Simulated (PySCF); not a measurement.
# doublet H2Se+: levels of theory compared

We compute a comparison of 6 runs (UHF/3-21G, UB3LYP/6-31G*, U-wB97M-V/def2-TZVPPD, U-wB97X/def2-TZVPPD, UB2PLYP/def2-TZVPPD, USCS-MP2/def2-TZVPPD) of doublet H2Se+. 

The results are computed with PySCF 2.14.0.

1 further run of the same task is left out (set aside as unsound or not needed).

## Step 1: The system as given

H2Se+: 3 atoms, total charge +1, spin state doublet. SMILES of the parent species: `[SeH2]`. The coordinates come from a PBE0-D4/def2-TZVP relaxation. That shape belongs to the parent species and isn't relaxed for this state.

Bond lengths: Se1–H2 1.467 Å, Se1–H3 1.467 Å. Angles: H2–Se1–H3 91.2°.

## Step 2: A single-point energy at UHF/3-21G (run 1)

File job.py:

```python
from pyscf import gto

molecule = gto.Mole()
molecule.atom = '''
Se     0.560660    -0.274700     0.280190
H      0.045430     1.091880     0.143880
H     -0.606090    -0.817190    -0.424060
'''
molecule.max_memory = 1860
molecule.basis = '3-21g'
molecule.spin = 1
molecule.verbose = 3
molecule.charge = 1
molecule.build()

mf = molecule.UHF()
mf.conv_tol = 1e-10
mf.kernel()
if not mf.converged:
    mf = mf.newton().run(mf.mo_coeff, mf.mo_occ)

etot = mf.e_tot
print('Final energy', etot)
```

Launch:

```bash
$ OMP_NUM_THREADS=1 python job.py
```

What it wrote:

```text
converged SCF energy = -2389.28540532533  <S^2> = 0.75856793  2S+1 = 2.0085497
Final energy -2389.285405325331
```

Wall time 0.58 s (1 thread of Arm Neoverse V2, shared host); peak memory 0.12 GiB.

## Step 3: A single-point energy at UB3LYP/6-31G(d) (spherical functions) (run 2)

File mol.xyz:

```xyz
3
H2Se
Se     0.560660    -0.274700     0.280190
H      0.045430     1.091880     0.143880
H     -0.606090    -0.817190    -0.424060
```

File calc.py:

```python
from pyscf import gto, dft

mol = gto.M(
    atom='mol.xyz',
    basis='6-31g*',
    max_memory=1860,
    charge=1,
    spin=1,
    verbose=4,
)

ks = dft.UKS(mol, xc='b3lyp')
ks.conv_tol = 1e-10
ks.grids.level = 5
ks.kernel()
if not ks.converged:
    ks = ks.newton().run(ks.mo_coeff, ks.mo_occ)

energy = ks.e_tot
print('E(%s) = %.9f' % ('B3LYP', energy))
```

Launch:

```bash
$ OMP_NUM_THREADS=1 python calc.py
```

What it wrote:

```text
PySCF version 2.14.0

[INPUT] num. atoms = 3
[INPUT] num. electrons = 35
[INPUT] charge = 1
[INPUT] spin (= nelec alpha-beta = 2S) = 1
[INPUT] symmetry False subgroup None
[INPUT] Mole.unit = angstrom
[INPUT] Symbol           X                Y                Z      unit          X                Y                Z       unit  Magmom
[INPUT]  1 Se     0.560660000000  -0.274700000000   0.280190000000 AA    1.059493848999  -0.519107766418   0.529482362842 Bohr   0.0
[INPUT]  2 H      0.045430000000   1.091880000000   0.143880000000 AA    0.085850257839   2.063354160890   0.271893794802 Bohr   0.0
[INPUT]  3 H     -0.606090000000  -0.817190000000  -0.424060000000 AA   -1.145344106838  -1.544265291733  -0.801357260383 Bohr   0.0

nuclear repulsion = 24.7844452226509
number of shells = 16
number of NR pGTOs = 103
number of NR cGTOs = 36
basis = 6-31g*
ecp = {}

[... 34 lines left out ...]
WARN: HOMO -0.278602567647948 >= LUMO -0.278602567647956
[... 42 lines left out ...]
converged SCF energy = -2402.12195768657  <S^2> = 0.75281787  2S+1 = 2.0028159
E(B3LYP) = -2402.121957687
```

Run time: 3.9 s. Hardware: 1 thread of Arm Neoverse V2, shared host; peak memory 0.23 GiB.

Runs 3 to 5 aren't shown in full; the table further down has their settings and results.

## Step 4: The energy at USCS-MP2/def2-TZVPPD (run 6)

File run.py:

```python
from pyscf import gto, mp

molecule = gto.M(
    atom='Se 0.560660 -0.274700 0.280190; H 0.045430 1.091880 0.143880; H -0.606090 -0.817190 -0.424060',
    charge=1,
    basis='def2-tzvppd',
    spin=1,
    verbose=3,
    max_memory=1860,
)

myscf = molecule.UHF()
myscf.conv_tol = 1e-10
myscf.kernel()
if not myscf.converged:
    myscf = myscf.newton().run(myscf.mo_coeff, myscf.mo_occ)

pt = mp.MP2(myscf, frozen=9).run()
e_tot = myscf.e_tot + 1.2 * pt.e_corr_os + pt.e_corr_ss / 3
print('E = %.10f Eh' % e_tot)
```

Launch:

```bash
$ OMP_NUM_THREADS=1 python run.py
```

What it wrote:

```text
converged SCF energy = -2400.68348580984  <S^2> = 0.76371574  2S+1 = 2.013669
E(UMP2) = -2400.93389373807  E_corr = -0.250407928230527
E(SCS-UMP2) = -2400.92435908937  E_corr = -0.24087327953352
E = -2400.9243590894 Eh
```

It took 2.6 s on 1 thread of Arm Neoverse V2, shared host; peak memory 0.21 GiB.

## Step 5: Overview of the runs

| run | level | integration grid | nlc grid | energy (Eh) | HOMO energy (eV) | LUMO energy (eV) | ⟨S²⟩ | wall time |
| --- | --- | --- | --- | --- | --- | --- | --- | --- |
| 1 | UHF/3-21G | – | – | -2389.285405 | -20.23 | -8.15 | 0.759 | 0.58 s |
| 2 | UB3LYP/6-31G* (spherical functions) | 5 | – | -2402.121958 | -16.53 | -12.89 | 0.753 | 3.9 s |
| 3 | U-wB97M-V/def2-TZVPPD | 5 | 1 | -2402.246045 | -18.98 | -10.25 | 0.753 | 34 s |
| 4 | U-wB97X/def2-TZVPPD | 5 | – | -2402.423625 | -19.18 | -10.45 | 0.753 | 17 s |
| 5 | UB2PLYP/def2-TZVPPD | 5 | – | -2402.009409 | -18.04 | -10.86 | 0.756 | 12 s |
| 6 | USCS-MP2/def2-TZVPPD | – | – | -2400.924359 | -20.29 | -7.86 | 0.764 | 2.6 s |

## Step 6: Results

```
                                                         quantity           value
                                              run 6: total energy  -2400.92436 Eh
run 6: HOMO energy (Hartree–Fock orbitals) (highest over α and β)       -20.29 eV
 run 6: LUMO energy (Hartree–Fock orbitals) (lowest over α and β)        -7.86 eV
               run 6: correlation energy (9 core orbitals frozen)      -240.9 mEh
                         run 6: ⟨S²⟩ of the reference determinant           0.764
```

What this shows: Totals of different functionals can't be ranked against each other. All runs together took 70 s, the longest 34 s.
